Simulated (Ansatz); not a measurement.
# VGa2N2: the cost of one run

Method: DFT PBE, scalar-relativistic, plane waves, PAW, unless a step names another level, in Ansatz 0.2.0.

2 further runs of the same task are left out: 1 that didn't finish, 1 set aside as unsound or not needed. Runs told in other sessions of the task aren't counted.

**1. The system as given**

It takes space group P-3m1 (No. 164, trigonal). Conventional cell: a = 2.929 Å, b = 2.929 Å, c = 8.413 Å, α = 90.00°, β = 90.00°, γ = 120.00°. V (site symmetry -3m) is surrounded by 6 N at 2.06 Å. Ga (site symmetry 3m) is surrounded by 3 N at 2.26 Å. N (site symmetry 3m) is surrounded by 3 V at 2.06 Å and 3 Ga at 2.26 Å.

Coordinates:

```xyz
5
Lattice="2.9295 0.0000 0.0000 -1.4647 2.5370 0.0000 0.0000 0.0000 8.4129" Properties=species:S:1:pos:R:3 pbc="T T T"
V     0.0000    0.0000    0.0000
Ga    0.0000    1.6913    5.7383
Ga    1.4647    0.8457    2.6746
N     0.0000    1.6913    1.1693
N     1.4647    0.8457    7.2436
```

It came out lowest among 23 distinct ends of the trial cells. At a tolerance of 0.05 Å it has space group P-3m1 (No. 164). Site moments: 0.7 0.0 0.0 0.0 0.0 μB.

**2. A stricter relaxation, on the response runs' mesh and smearing**

The input, input.yaml:

```yaml
crystal:
  lattice:
    - [2.9294552095, 0.0, 0.0]
    - [-1.4647276048, 2.5369826307, 0.0]
    - [0.0, 0.0, 8.4129007036]
  atoms:
    - { symbol: V, position: [0.0, 0.0, 0.0], spin: 0.72 }
    - { symbol: Ga, position: [0.3333333333, 0.6666666667, 0.6820793895] }
    - { symbol: Ga, position: [0.6666666667, 0.3333333333, 0.3179206105] }
    - { symbol: "N", position: [0.3333333333, 0.6666666667, 0.1389911877] }
    - { symbol: "N", position: [0.6666666667, 0.3333333333, 0.8610088123] }
basis:
  ecutwfc: 420
kpoints:
  mp_grid: { grid: [12, 12, 4] }
hamiltonian:
  xc: pbe
scf:
  occupations: { method: gaussian, width: 0.1 }
output:
  forces: true
  stress: true
  eigenvalues: true
  populations: true
magnetization:
  spin_polarized: true
relax:
  adjacent_minimum: "off"
  f_tol: 0.001
  max_steps: 60
  cell: { stress_tol: 0.01 }
```

The run is started by

```sh
> ansatz run input.yaml --threads 3 --pin off --max-ram 7680MiB --backend cpu --events-out ev --progress --plain --runs-dir out
```

**Question.** How long does this run take on 3 threads of Intel Xeon 6975P-C (Granite Rapids), shared host, and how much memory does it need?

About 19 s, with a peak of 0.56 GiB.
